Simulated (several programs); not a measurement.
Many methods on one cell: B₂SbAs (ordering on zincblende)

B₂SbAs as one 4-atom ordering (P-4m2) on the zincblende lattice, relaxed with r2SCAN in Ansatz, was computed with several methods. It is tetragonal, P-4m2 (No. 115); a = 3.547 Å, c = 5.034 Å in the conventional setting, 15.83 Å³ an atom. Around As lie 4 B at 2.12 Å; around B lie 2 As at 2.12 Å and 2 Sb at 2.23 Å; around Sb lie 4 B at 2.23 Å. Values at 0 K without nuclear motion; spin polarisation is off, and the phase may be a hypothetical one.

```cif
data_structure
_symmetry_space_group_name_H-M 'P-4m2'
_symmetry_Int_Tables_number 115
_cell_length_a 3.5471
_cell_length_b 3.5471
_cell_length_c 5.0342
_cell_angle_alpha 90.000
_cell_angle_beta 90.000
_cell_angle_gamma 90.000
_cell_volume 63.34
loop_
_atom_site_label
_atom_site_type_symbol
_atom_site_symmetry_multiplicity
_atom_site_Wyckoff_symbol
_atom_site_fract_x
_atom_site_fract_y
_atom_site_fract_z
_atom_site_occupancy
As1 As 1 a 0.00000 0.00000 0.00000 1
B1 B 2 g 0.00000 0.50000 0.76989 1
Sb1 Sb 1 c 0.50000 0.50000 0.50000 1
```

Gaps and times are for a single point on this cell; volume and bulk modulus come from each method's own relaxation or energy curve at fixed shape, which is too stiff where a cell has free coordinates or axes. Times are rough, from shared hosts (Arm Neoverse V1; Intel Xeon Processor @ 2.50GHz), and each method has its own mesh and cell size. A double dagger marks a value from a curve with shape and coordinates held. PM6 (MOPAC), PM7 (MOPAC), GFN1-xTB (tblite), GFN2-xTB (tblite) treat a cluster of cells at its zone centre, which samples few k points: where these miss a band edge, the gap comes out too large for that reason alone. Gaps from k meshes are read at a limited set of points (mesh, symmetry points, PBE's band edges), so each method's own least gap may be somewhat smaller. xTB and the PM methods were fitted mostly to molecules, and can miss a solid's gap by electronvolts. Minimal bases can be far off for gaps. Times of the plane-wave ladder aren't listed, since it ran on unlike processors and cards. GLLB-SC's gap includes the derivative discontinuity. G0W0 is at finite bands, cutoff and mesh. d marks a direct gap, i an indirect one (no mark: not told apart), a dash a value that wasn't computed or didn't pass its checks.

```tsv
method	kind	gap (eV)	own volume (Å³/atom)	bulk modulus (GPa)	atoms computed	processor time
light PBE (260 eV and a coarse mesh)	light plane-wave	0.80 i	–	–	4	1.8 s
GFN1-xTB (tblite)	tight binding	1.02	14.80‡	138‡	cluster	4.8 s
PBE/SZV (CP2K)	small basis	2.71 i	16.67‡	110‡	4	6.4 s
GFN2-xTB (tblite)	tight binding	1.74	16.04‡	96‡	cluster	8.6 s
PBE	semilocal	0.82 i	16.06	112‡	4	–
PBE/single zeta (GPAW)	small basis	1.83 i	–	–	4	12 s
PM6 (MOPAC)	semi-empirical	4.53	–	–	cluster	15 s
PBE/DZVP (CP2K)	small basis	0.87 i	16.26‡	109‡	4	15 s
PM7 (MOPAC)	semi-empirical	7.04	–	–	cluster	19 s
r2SCAN	semilocal	0.95 i	15.83	120‡	4	–
GLLB-SC (GPAW)	model potential	1.19	–	–	4	31 s
PBE+SOC	semilocal	0.73 i	–	–	4	–
HSE06	hybrid	1.39 i	–	–	4	–
PBE0	hybrid	2.05 i	–	–	4	–
G0W0@r2SCAN (140 eV screening cutoff)	many-body	1.41	–	–	4	–
G0W0@HSE06 (140 eV screening cutoff)	many-body	1.52	–	–	4	–
G0W0@PBE (210 eV screening cutoff)	many-body	1.35	–	–	4	–
```

Against HSE06 (1.39 eV) and with closed or daggered gaps left aside, the nearest gap at the points sampled is that of G0W0@r2SCAN (140 eV screening cutoff) (+0.02 eV) and the farthest that of PM7 (MOPAC) (+5.65 eV). HSE06 is only a yardstick of convenience, and nearness to it can be luck.

Volumes against r2SCAN's: PBE +1.4 %.

Only the rows marked +SOC include spin-orbit coupling.
